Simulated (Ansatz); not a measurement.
# SnSe: the cost of one run

Computed with Ansatz 0.2.0 (DFT LDA, scalar-relativistic, plane waves, PAW, unless a step's input says otherwise).

1 further run of the same task is left out (set aside as unsound or not needed).

## 1. The system as given

The structure is cubic, space group Fm-3m (No. 225). The conventional cell has a = 5.893 Å, b = 5.893 Å, c = 5.893 Å, α = 90.00°, β = 90.00°, γ = 90.00°. Sn (site symmetry m-3m) is surrounded by 6 Se at 2.95 Å. Se (site symmetry m-3m) is surrounded by 6 Sn at 2.95 Å.

Coordinates:

```
Sn Se
1.0
     0.00000    2.94665    2.94665
     2.94665    0.00000    2.94665
     2.94665    2.94665    0.00000
Sn Se
1 1
Direct
  0.00000 0.00000 0.00000
  0.50000 0.50000 0.50000
```

This cell was relaxed beforehand with the same method: volume 25.58 Å³/atom, gap on the mesh 0.78 eV.

## 2. The reference: the undisturbed cell on the scan's mesh

Input file input.yaml:

```yaml
crystal:
  lattice:
    - [0.0, 2.9466477701, 2.9466477701]
    - [2.9466477701, 0.0, 2.9466477701]
    - [2.9466477701, 2.9466477701, 0.0]
  atoms:
    - { symbol: Sn, position: [0.0, 0.0, 0.0] }
    - { symbol: Se, position: [0.5, 0.5, 0.5] }
basis:
  ecutwfc: 420
kpoints:
  mp_grid: { grid: [8, 8, 8] }
hamiltonian:
  xc: lda
scf:
  occupations: { method: gaussian, width: 0.05 }
output:
  forces: true
  stress: true
  eigenvalues: true
```

Q: Estimate wall time and peak memory on 1 thread of an Arm CPU, shared host.

About 2.4 s, with a peak of 0.31 GiB.
